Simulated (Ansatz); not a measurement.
**GaAsH (quartet): from Hartree-Fock to the top rungs, cc-pVTZ**

How much of the correlation energy of GaAsH (quartet) does each wave-function method recover here?

Computed with Ansatz 0.2.0, Gaussian basis. Level: cc-pVTZ, core rule «outside noble gas», up to 28 orbitals frozen.

To be run: UHF; CCSD(T) on ROHF; CCSD(T) on UHF; BCCD(T) on ROHF; CCSDT(Q) on ROHF; CCSDT(Q) on UHF.

10 further runs of the same task are left out: 5 for a known fault of the program, 5 set aside as unsound or not needed. Runs told in other sessions of the task aren't counted.

### 1 What is computed

The geometry is a PBE0/def2-TZVP stationary point (not a proven minimum) of the parent state, kept for this charge and spin. No spin-orbit coupling is included. The filled d shell of Ga, As may be among the frozen orbitals whatever the setting's name suggests.

3 atoms, charge 0, spin multiplicity 4.

Atoms are counted from 1 here; the program's logs count them from 0.

Bond lengths: Ga1–As2 2.555 Å, As2–H3 1.537 Å. Angles: Ga1–As2–H3 82.5°.

### 2 UHF

Input file in.yaml:

```yaml
crystal:
  periodic: [false, false, false]
  atoms:
    - {symbol: Ga, position_ang: [0.000000, -0.483232, 1.643709]}
    - {symbol: As, position_ang: [0.000000, -0.521737, -0.911101]}
    - {symbol: H, position_ang: [0.000000, 1.004969, -0.732608]}
basis:
  gaussian: {orbitals: cc-pVTZ}
magnetization: {spin_polarized: true, initial_magnetization: 3}
hamiltonian: {xc: hf}
output: {orbitals: {seedname: orbitals}}
```

The run is started by

```bash
> ansatz run in.yaml --threads 1 --pin off --events-out ev --progress --plain --max-ram 3968MiB --backend cpu
```

The runs that follow: CCSD(T) on ROHF; CCSD(T) on UHF; BCCD(T) on ROHF; CCSDT(Q) on ROHF; CCSDT(Q) on UHF.

**Question.** What will the summary of the whole plan be? Wanted: UCCSDT(Q) from the RHF energy; RMP2 from UCCSDT(Q); UMP2 from UCCSDT(Q); RCCSD from UCCSDT(Q); RCCSD(T) from UCCSDT(Q); UCCSD(T) from UCCSDT(Q); RCCSDT(Q) from UCCSDT(Q); T1 diagnostic.

The runs gave:

```
                         quantity                      value
    UCCSDT(Q) from the ROHF energy                 -5.3210 eV
              RMP2 from UCCSDT(Q)            +23.69 kcal/mol
              UMP2 from UCCSDT(Q)            +24.76 kcal/mol
             RCCSD from UCCSDT(Q)             +6.49 kcal/mol
          RCCSD(T) from UCCSDT(Q)             +1.41 kcal/mol
          UCCSD(T) from UCCSDT(Q)             +1.07 kcal/mol
         RCCSDT(Q) from UCCSDT(Q)             +0.40 kcal/mol
levels within 1 kcal/mol (43 meV)  RCCSDT, UCCSDT, RCCSDT(Q)
                    T1 diagnostic                      0.032
```

What this shows: RCCSD(T) misses by +1.41 kcal/mol, 1.1 % of the correlation energy. These misses are within one basis, not against nature; the frozen cores of restricted and unrestricted runs differ, which can shift their rows.
